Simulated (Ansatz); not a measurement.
A run of Ansatz 0.2.0 is set up as follows.

File input.yaml:

```yaml
crystal:
  lattice:
    - [2.8584044518, 0.0, 0.0]
    - [-1.4292022259, 2.4754508696, 0.0]
    - [0.0, 0.0, 6.532504]
  atoms:
    - { symbol: Pt, position: [0.6666666667, 0.3333333333, 0.316206] }
    - { symbol: Pt, position: [0.3333333333, 0.6666666667, 0.683794] }
    - { symbol: Mn, position: [0.0, 0.0, 0.0], spin: 4.0 }
kpoints:
  mp_grid: { grid: [11, 11, 4] }
scf:
  occupations: { method: fermi_dirac, width: 0.05 }
hamiltonian:
  xc: pbe
  pseudopotentials: { kind: all_electron, lapw: { basis_error: 0.001 } }
magnetization:
  spin_polarized: true
output:
  forces: true
  stress: true
  eigenvalues: true
  populations: true
```

Potentials or basis: all-electron LAPW, scalar-relativistic.

Launch:

```bash
$ ansatz run input.yaml --threads 4 --pin off --max-ram 12288MiB --backend cpu --events-out ev --progress --plain --runs-dir out
```

Problem. What does it give for the site moments?

Solution. Pt +0.33; Mn +3.81 μB.

Problem. Predict the pressure.

Solution. -0.5 GPa.

Problem. Predict the net moment.

Solution. 4.55 μB per cell.

Stress tensor (GPa, compression positive):
```
-1.36  0.00  0.00
 0.00 -1.36  0.00
 0.00  0.00  1.29
```

The run has no spin-orbit coupling, so splittings on Pt are missing.
